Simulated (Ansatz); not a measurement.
# TaSiF: the cost of one run

Computed with Ansatz 0.2.0 (DFT PBE, scalar-relativistic, plane waves, PAW, unless a step's input says otherwise).

### Step 1. The structure to begin with

The structure is tetragonal, space group P4mm (No. 99). The conventional cell has a = 4.087 Å, b = 4.087 Å, c = 2.903 Å, α = 90.00°, β = 90.00°, γ = 90.00°. Around Ta (site symmetry 4mm) lie 2 F at 1.41 to 1.49 Å. Si (site symmetry 4mm) is surrounded by 4 Ta at 2.89 Å and 2 Si at 2.90 Å. Around F (site symmetry 4mm) lie 2 Ta at 1.41 to 1.49 Å.

Coordinates:

```xyz
3
Lattice="4.0872 0.0000 0.0000 0.0000 4.0872 0.0000 0.0000 0.0000 2.9026" Properties=species:S:1:pos:R:3 pbc="T T T"
Ta    2.0436    2.0436    0.2547
Si    0.0000    0.0000    0.3215
F     2.0436    2.0436    1.7472
```

A structure generator made this guess: random cell by space group and Wyckoff sites (P4mm, No. 99). Its size is a rough estimate.

### Step 2. The guess as it stands, on a coarse mesh

Input file input.yaml:

```yaml
crystal:
  lattice:
    - [4.08716853, 0.0, 0.0]
    - [0.0, 4.08716853, 0.0]
    - [0.0, 0.0, 2.90256947]
  atoms:
    - { symbol: Ta, position: [0.5, 0.5, 0.08773648] }
    - { symbol: Si, position: [0.0, 0.0, 0.11076258] }
    - { symbol: F, position: [0.5, 0.5, 0.60196513] }
basis:
  ecutwfc: 420
kpoints:
  mp_grid: { grid: [4, 4, 6] }
hamiltonian:
  xc: pbe
scf:
  occupations: { method: gaussian, width: 0.1 }
  lower_state_search: "off"
output:
  forces: true
  stress: true
  eigenvalues: true
```

The run is started by

```sh
$ ansatz run input.yaml --threads 1 --pin off --max-ram 2560MiB --backend cpu --events-out ev --progress --plain --runs-dir out
```

What time and memory should one allow on 1 thread of Arm Neoverse N1, shared host?

About 3.6 s, with a peak of 0.3 GiB.
